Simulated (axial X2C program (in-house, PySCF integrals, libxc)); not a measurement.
# A two-component session on SeSi⁺: EOM-IP-CCSD levels

Wanted for SeSi⁺: EOM-IP-CCSD levels, at the two-component level.

Method: two-component X2C with atomic mean-field terms, Se dyall-cv3z, Si dyall-v3z; program: an in-house X2C program for linear molecules on PySCF integrals.

All values are calculated.

### 1 Set-up

task.json reads:

```json
{"zs": [34, 14], "q": 1, "bas": ["dyall-cv3z", "dyall-v3z"], "r0": 2.14, "eom": "ip", "rq": 0, "thr": -2.0, "nmax": 95, "grid": [1, 0.96, 1.045, 0.92, 1.09, 1.15]}
```

Keys: zs atomic numbers; q charge; bas basis sets; r0 starting distance in Å; eom kind of EOM run; thr threshold in hartree for freezing inner shells (an s shell follows its p shell); nmax most natural virtual spinors; grid distances as factors.

Started as:

```sh
python soeom.py task.json out
```

The runs that follow: EOM-IP-CCSD at 2.065 Å.

**Question.** What will these runs give? Wanted: next root led by one particle; T1 of the reference.

As calculated:

```
                     quantity                           value
       lowest root at 2.065 Å               Ω = 3/2, 9.961 eV
next root led by one particle  Ω = 1/2, about 500 cm⁻¹ higher
          T1 of the reference                           0.024
```

Removing an electron from the reference determinant of SeSi costs 9.96 eV and empties a spinor of 70% Se pπ, 23% Si pπ. Errors of 0.1 to 0.3 eV are usual at this size, and roots led by higher excitations are left out, so the list is incomplete, and low states of that kind can be missing.
